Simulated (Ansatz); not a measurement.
**BGeH3O2: small, medium and large basis sets**

The task here is to estimate one member of a computed series from the others.

Program: Ansatz 0.2.0, Gaussian basis. Level of theory: one geometry, several basis sets. These are calculated values, not measurements.

The runs, in order: PBE0-D4/def2-SVP; ωB97M-V/def2-SVP; PBE0-D4/def2-QZVPP; ωB97M-V/def2-QZVPP; the functionals' def2-TZVPP values are taken from earlier runs.

### The relaxed structure

The geometry comes from an earlier relaxation with PBE0-D4 in a triple-zeta def2 set; it is a stationary point, not always the lowest conformer.

7 atoms, charge 0, spin multiplicity 1.

Atoms are counted from 1 here; the program's logs count them from 0.

Bond lengths: O1–Ge2 1.774 Å, O1–H5 0.961 Å, Ge2–B3 2.048 Å, Ge2–O4 2.062 Å, Ge2–H6 1.546 Å, B3–O4 1.281 Å, B3–H7 1.189 Å. Angles: Ge2–O1–H5 113.2°, O1–Ge2–B3 115.8°, O1–Ge2–O4 105.2°, O1–Ge2–H6 106.5°, B3–Ge2–O4 36.3°, B3–Ge2–H6 122.8°, O4–Ge2–H6 97.8°, Ge2–B3–O4 72.5°, Ge2–B3–H7 144.8°, O4–B3–H7 142.7°, Ge2–O4–B3 71.2°.

The first run:

in.yaml

```yaml
crystal:
  periodic: [false, false, false]
  atoms:
    - {symbol: O, position_ang: [-1.032902, 0.637421, -1.356364]}
    - {symbol: Ge, position_ang: [0.139805, 0.694859, -0.026596]}
    - {symbol: B, position_ang: [1.175013, -1.036666, 0.324411]}
    - {symbol: O, position_ang: [0.025213, -1.156101, 0.875340]}
    - {symbol: H, position_ang: [-1.920478, 0.889968, -1.089832]}
    - {symbol: H, position_ang: [-0.518100, 1.520508, 1.103370]}
    - {symbol: H, position_ang: [2.192648, -1.617991, 0.123971]}
basis:
  gaussian: {orbitals: def2-SVP}
hamiltonian: {xc: pbe0, dispersion: d4}
output: {orbitals: {seedname: orbitals}}
```

Among the steps run: PBE0-D4 in def2-SVP; ωB97M-V in def2-SVP; PBE0-D4 in def2-QZVPP; ωB97M-V in def2-QZVPP.

One table of the session follows, with a row left open; its other results are not shown here.

It belongs to the step «Density functionals: the series». 

```
functional       basis  HOMO (eV)
   PBE0-D4    def2-SVP      -7.04
   PBE0-D4  def2-TZVPP      -7.12
   PBE0-D4  def2-QZVPP      -7.16
   ωB97M-V    def2-SVP      -9.09
   ωB97M-V  def2-TZVPP          ?
   ωB97M-V  def2-QZVPP      -9.24
```

Estimate the missing values for ωB97M-V, def2-TZVPP.

As computed: HOMO (eV): -9.20. In the column «HOMO (eV)» it lies between ωB97M-V, def2-QZVPP (-9.24) and ωB97M-V, def2-SVP (-9.09).
